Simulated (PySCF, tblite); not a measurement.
# C₂H₆BrOSi radical: geometry, infrared bands and EPR parameters

Wanted: the infrared bands and EPR parameters of C₂H₆BrOSi radical (`[SiH3]OC[CH]Br`), by calculation.

Computed with tblite 0.8.0 and PySCF 2.14.0, with density-fitted response routines of our own, on a single molecule in the gas phase. Atoms count from 0, in the outputs and in this text.

## (1) The molecule as given

11 atoms, charge 0, multiplicity 2; geometry from: force field or distance geometry start.

Bonds of the start (Å): Si0–O1 1.65, O1–C2 1.43, C2–C3 1.47, C3–Br4 1.84, Si0–H5 1.48, Si0–H6 1.48, Si0–H7 1.48, C2–H8 1.09, C2–H9 1.10, C3–H10 1.09.

## (2) Geometry optimisation with GFN2-xTB

The job: settings as JSON, then the geometry in Å.

```
{"job": {"kind": "relax", "xc": "GFN2-xTB", "basis": "xTB"}, "charge": 0, "multiplicity": 2}
Si    -1.862700     0.295900     0.573200
O     -0.482400    -0.573300     0.331200
C      0.715300     0.127700    -0.000500
C      1.787400    -0.861600    -0.182700
Br     3.259100    -0.444600    -1.196500
H     -1.650100     1.275900     1.662800
H     -2.981700    -0.611200     0.928500
H     -2.187900     1.038300    -0.668100
H      0.986600     0.819700     0.803300
H      0.549600     0.693100    -0.929100
H      1.872300    -1.757200     0.437100
```

Run with:

```console
> OMP_NUM_THREADS=1 python probes_run.py task.json out
```

One launch serves the whole session: the jobs run in the order shown.

The log of the run:

```text
step      E/eV     max force
  0    -467.75764    1.072
  1    -467.79744    0.610
  2    -467.81885    0.380
  3    -467.82876    0.347
  4    -467.83695    0.325
  5    -467.84345    0.276
  6    -467.85307    0.304
  7    -467.86192    0.319
  8    -467.86829    0.213
  9    -467.87223    0.182
 10    -467.87542    0.194
 11    -467.87911    0.164
 12    -467.88181    0.123
 13    -467.88331    0.099
 14    -467.88462    0.094
 15    -467.88659    0.126
 16    -467.88868    0.143
 17    -467.89021    0.109
 18    -467.89129    0.099
 19    -467.89261    0.151
 20    -467.89469    0.208
 21    -467.89732    0.195
 22    -467.89941    0.136
 23    -467.90051    0.087
 24    -467.90132    0.082
 25    -467.90239    0.120
 26    -467.90344    0.106
 27    -467.90410    0.086
 28    -467.90442    0.057
 29    -467.90466    0.048
 30    -467.90494    0.061
 31    -467.90519    0.048
 32    -467.90538    0.040
 33    -467.90552    0.050
 34    -467.90568    0.045
 35    -467.90584    0.036
 36    -467.90598    0.035
 37    -467.90610    0.035
 38    -467.90622    0.041
 39    -467.90637    0.032
 40    -467.90651    0.038
 41    -467.90661    0.030
 42    -467.90667    0.021
 43    -467.90672    0.018
 44    -467.90676    0.018
 45    -467.90681    0.018
 46    -467.90687    0.021
 47    -467.90690    0.019
 48    -467.90693    0.016
 49    -467.90695    0.016
 50    -467.90699    0.022
 51    -467.90707    0.035
 52    -467.90719    0.042
 53    -467.90733    0.037
 54    -467.90742    0.025
 55    -467.90748    0.026
 56    -467.90753    0.030
 57    -467.90759    0.030
 58    -467.90766    0.022
 59    -467.90772    0.027
 60    -467.90776    0.030
 61    -467.90780    0.028
 62    -467.90794    0.029
 63    -467.90808    0.033
 64    -467.90830    0.034
 65    -467.90853    0.047
 66    -467.90882    0.054
 67    -467.90914    0.058
 68    -467.90927    0.062
 69    -467.90935    0.069
 70    -467.90952    0.014
 71    -467.90954    0.011
 72    -467.90955    0.009
```

It took 0.39 s on 1 thread of Arm Neoverse V1, shared host.

Along the way: (not every step is listed)

```csv
step,energy from step 0 (eV),largest force (eV/Å)
0,0.0000,1.0723
1,-0.0398,0.6099
2,-0.0612,0.3798
3,-0.0711,0.3469
4,-0.0793,0.3246
5,-0.0858,0.2756
6,-0.0954,0.3040
7,-0.1043,0.3192
8,-0.1107,0.2133
13,-0.1257,0.0987
18,-0.1337,0.0988
23,-0.1429,0.0870
28,-0.1468,0.0565
33,-0.1479,0.0498
38,-0.1486,0.0409
43,-0.1491,0.0182
48,-0.1493,0.0157
53,-0.1497,0.0375
58,-0.1500,0.0225
63,-0.1504,0.0326
67,-0.1515,0.0582
68,-0.1516,0.0624
69,-0.1517,0.0688
70,-0.1519,0.0139
71,-0.1519,0.0107
72,-0.1519,0.0091
```

Distances of close pairs at the start and the end, largest changes first:

```csv
bond,before (Å),after (Å),change (Å)
O1–C2,1.427,1.387,-0.040
Si0–H6,1.484,1.451,-0.033
Si0–O1,1.649,1.625,-0.024
C3–H10,1.092,1.073,-0.019
Si0–H7,1.482,1.466,-0.017
Si0–H5,1.481,1.466,-0.015
C2–H8,1.095,1.108,+0.013
C3–Br4,1.835,1.846,+0.011
```

The next job starts from the end point, and lists it.

## (3) Harmonic vibrations with GFN2-xTB

The job: settings as JSON, then the geometry in Å.

```
{"job": {"kind": "ir", "xc": "GFN2-xTB", "basis": "xTB"}, "charge": 0, "multiplicity": 2}
Si    -1.893911     0.345371     0.614422
O     -0.467299    -0.389482     0.357061
C      0.735190     0.161679    -0.059147
C      1.732085    -0.913406    -0.242108
Br     3.417244    -0.500966    -0.874085
H     -1.774112     1.359817     1.665931
H     -2.667518    -0.818678     1.004395
H     -2.360109     1.010583    -0.605751
H      1.083161     0.902592     0.687995
H      0.601080     0.722634    -0.999978
H      1.599613    -1.877475     0.210232
```

The log of the run:

```text
mode    cm-1     km/mol
  1      29.5      2.03
  2      52.8      5.07
  3     104.7      0.66
  4     161.3      1.51
  5     221.9     24.54
  6     255.8      2.61
  7     293.6     11.95
  8     599.6     65.57
  9     629.1     71.51
 10     730.1     16.72
 11     738.7    214.77
 12     797.5    306.56
 13     834.4    151.01
 14     844.5    271.69
 15     923.9      2.57
 16    1105.7     32.68
 17    1136.5    285.84
 18    1179.8      9.36
 19    1213.4      6.90
 20    1332.9      0.65
 21    1450.3      4.95
 22    2219.7    372.44
 23    2251.8    178.52
 24    2371.2    236.07
 25    2733.8     28.66
 26    2825.8     39.16
 27    3136.9      2.33
```

Wall time 0.27 s (1 thread of Arm Neoverse V1, shared host).

Which atoms move in the most intense modes:

```csv
cm⁻¹,km/mol,atoms
739,214.8,"H6 60 %, H7 20 %, H5 14 %"
798,306.6,"H5 34 %, H7 29 %, H6 27 %"
834,151.0,"H5 42 %, H7 42 %"
844,271.7,"O1 31 %, Si0 24 %, C2 17 %, C3 10 %"
1136,285.8,"H10 36 %, O1 35 %, C2 16 %"
2220,372.4,"H5 50 %, H7 46 %"
2252,178.5,"H7 51 %, H5 47 %"
2371,236.1,H6 97 %
```

## (4) EPR parameters: B3LYP/def2-TZVP-core+pcH-1

Same as in step 3 but for these lines:

```diff
@@ -1,2 +1,2 @@
-{"job": {"kind": "ir", "xc": "GFN2-xTB", "basis": "xTB"}, "charge": 0, "multiplicity": 2}
+{"job": {"kind": "epr", "basis": "pcH-1"}, "charge": 0, "multiplicity": 2}
 Si    -1.893911     0.345371     0.614422
```

Method: UKS B3LYP, def2-TZVP-core on Br, pcH-1 on C H O Si, non-relativistic, mean-field spin-orbit, GIAO.

The log of the run:

```text
UKS, coarse grid
  cycle   1  E = -3018.59963810  |g| = 1.65e+00
  cycle   2  E = -3018.39221942  |g| = 1.07e+00
  cycle   3  E = -3018.54715750  |g| = 7.34e-01
  cycle   4  E = -3018.72042659  |g| = 7.72e-02
  cycle   5  E = -3018.72091954  |g| = 2.71e-02
  cycle   6  E = -3018.72112603  |g| = 9.27e-03
  cycle   7  E = -3018.72116861  |g| = 2.52e-03
  cycle   8  E = -3018.72117200  |g| = 8.67e-04
UKS, final grid
  cycle   1  E = -3018.72122898  |g| = 1.04e-03
  cycle   2  E = -3018.72122849  |g| = 1.56e-03
  cycle   3  E = -3018.72122941  |g| = 1.37e-04
  cycle   4  E = -3018.72122942  |g| = 5.18e-05
  cycle   5  E = -3018.72122942  |g| = 1.97e-05
E = -3018.72122942 Eh   <S^2> = 0.7546 (exact 0.7500)
g shifts (ppm)      1          2          3
  rmc          -164       -164       -164
  gc             -9         30         38
  oz_so       -3487      17472      23399
  total       -3661      17339      23275
hyperfine (MHz)  atom isotope    a_iso     a_fc   dipolar eigenvalues
    0  29Si       1.73       1.72     -0.29      0.11      0.18
    1   17O      -0.08      -0.08     -1.61      0.73      0.89
    2   13C     -34.88     -34.96     -1.94     -0.84      2.79
    3   13C     131.58     128.73    -81.22    -79.92    161.14
    4  79Br       3.06      10.87   -138.14    -71.66    209.80
    5    1H       0.32       0.32     -0.80     -0.71      1.51
    6    1H       0.04       0.04     -0.71     -0.66      1.38
    7    1H       0.09       0.09     -0.79     -0.76      1.56
    8    1H     122.49     122.45     -4.97     -2.83      7.80
    9    1H      86.30      86.23     -4.90     -4.63      9.53
   10    1H     -57.77     -58.33    -37.49     -1.71     39.20
```

Wall time 2.1 min (1 thread of Arm Neoverse V1, shared host); peak memory 1 GiB.

Principal g values 1.99866, 2.01966, 2.02559; g(iso) = 2.01464, against 2.00232 for a free electron.

Hyperfine couplings; where a row names several nuclei, a(iso) is their mean (it holds for fast rotation or exchange) and the dipolar term the largest among them:

```csv
nuclei,isotope,a(iso) (MHz),"a(iso) (G, at g = 2.0023)",largest dipolar term (MHz)
C3,13C,131.6,47.0,161.1
"H8, H9",1H,104.4,37.3,9.5
H10,1H,-57.8,-20.6,39.2
C2,13C,-34.9,-12.4,2.8
Br4,79Br,3.1,1.1,209.8
Si0,29Si,1.7,0.6,-0.3
"H5, H6, H7",1H,0.1,0.1,1.6
O1,17O,-0.1,0.0,-1.6
```

Mulliken spin populations:

```csv
atom,value (e)
Si0,0.00
O1,0.00
C2,-0.08
C3,0.95
Br4,0.07
H5,0.00
H6,0.00
H7,0.00
H8,0.06
H9,0.04
H10,-0.04
```

In first order the couplings over 0.8 MHz of 1H, 79Br give 24 distinct lines over 98.4 G, if the averaged nuclei exchange fast.

Orbitals, density, ELF and potential are computed afterwards from the orbital file.

ELF in a plane through or near 7 of the atoms.

Ten even steps from '0' (0.00) to '9' (1.00):
```
0000000000000000000000000000
0000000000000000000000000000
0000000000000000000000000000
0000000013300000037873000000
0000000179930000059999300000
0000000299940131069999700000
0002310199930575169999810000
0025762179920788449999400000
0047886551342745711584100000
0147832672684857778021000000
0047544475842677567010000000
0026456352415433301321000000
0014643750057510124320000000
0002788850034300012100000000
0001578730011100000000000000
0000244310000000000000000000
0000001000000000000000000000
0000000000000000000000000000
0000000000000000000000000000
0000000000000000000000000000
```
The map spans 12.4 Å across and 8.3 Å up, centred on the molecule. Atoms in the plane (x, y in Å): Si0 (2.0, 0.1), O1 (0.4, 0.5), C2 (-0.7, -0.3), C3 (-1.9, 0.5), Br4 (-3.6, -0.4), H6 (2.5, 1.4), H10 (-1.9, 1.5).

log10 of the density (e/Å³) in the same plane.

Ten even steps from '0' (-4.0) to '9' (1.5):
```
0000000000000000000000000000
0000000000000000001100000000
0000000011110000112221100000
0000001223321111223332110000
0001112344432232344443210000
0012233456644444455654320000
0123444567754565556765321000
1234555567765677667765321000
1245666678766798777665321000
1345777777777788799754320000
1345799777779777699654320000
1345799766679766666654320000
1245677765567654556554210000
1234566654456544445443210000
0123455543344433333332100000
0012344332233322222221100000
0001222222122211111110000000
0000111110000000000000000000
0000000000000000000000000000
0000000000000000000000000000
```
The map spans 12.4 Å across and 8.3 Å up, centred on the molecule. Atoms in the plane (x, y in Å): Si0 (2.0, 0.1), O1 (0.4, 0.5), C2 (-0.7, -0.3), C3 (-1.9, 0.5), Br4 (-3.6, -0.4), H6 (2.5, 1.4), H10 (-1.9, 1.5).

On the surface of density 0.002 e/bohr³ the electrostatic potential runs, from the 1st to the 99th percentile, from -0.92 V near O1 to 1.50 V near H7.

The spin density lies nearest to C3 66 %; Br4 15 %; H10 7 %.

## (5) Results

| quantity | value |
| --- | --- |
| strongest single infrared mode (GFN2-xTB) | 2220 cm⁻¹, 372 km/mol |
| zero-point energy (GFN2-xTB) | 43.1 kcal/mol |
| g(iso) (B3LYP) | 2.01464 |
| ⟨S²⟩ | 0.755 (exact 0.75) |
| largest a(iso) (averaged by class) | 13C on C3, 131.6 MHz |
| surface potential, 1st and 99th percentile | -0.92 V and 1.50 V |

In words: The optimisation took 72 steps and gained 0.152 eV; among the close pairs (by a distance rule), O1–C2 changed most, from 1.427 to 1.387 Å. No mode is imaginary among the 27: a minimum at this level. The strongest single mode, at 2220 cm⁻¹, moves mainly H5 and H7. GFN2-xTB is a fitted tight-binding method: band positions and strengths are rough. Its intensities can rank the bands wrongly. C3 carries the largest spin population, 0.95 e. The isotropic g lies 12.3 ppt above the free-electron value. The hyperfine terms hold no scalar relativity, which the heavier nuclei need.
